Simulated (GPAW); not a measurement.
Crystal: CoO.

```
CELL_PARAMETERS angstrom
0.00000 2.13150 2.13150
2.13150 0.00000 2.13150
2.13150 2.13150 0.00000
ATOMIC_POSITIONS crystal
Co 0.00000 0.00000 0.00000
O 0.50000 0.50000 0.50000
```

Base run:

| Property | Result |
| --- | --- |
| Program | GPAW 26.7.0 |
| Functional | PBE |
| Potentials or basis | GPAW PAW data sets (gpaw-data 1.2.1) |
| Cutoff | 600 eV |
| Basis | pw |
| k mesh | 8 × 8 × 8 |
| Occupations | gaussian, width 0.05 eV |
| Spin | collinear spin, ferromagnetic start |
| Starting moments | [3.0, 0.0] μB |
| Hubbard terms | Co d U = 2.5 eV |

Its results: band gap on the k mesh none (metal or under the smearing width); pressure -4.8 GPa; net moment 3.00 μB per cell; site moments Co +2.66; O +0.20 μB.

Q: The run is repeated on the same cell with these changes: hubbard terms from Co d U = 2.5 eV to none. What comes out?

A: Band gap on the k mesh none (metal or under the smearing width); pressure -7.1 GPa; net moment 2.89 μB per cell; site moments Co +2.50; O +0.23 μB.

Caveats: the cutoff is short for stress and forces, so pressures can be off by a GPa or more; a cell with one magnetic atom can't hold antiferromagnetic order, which such compounds often take; semilocal functionals often make such compounds metallic where correlation or magnetic order opens a gap, which also shifts bond lengths (some runs).
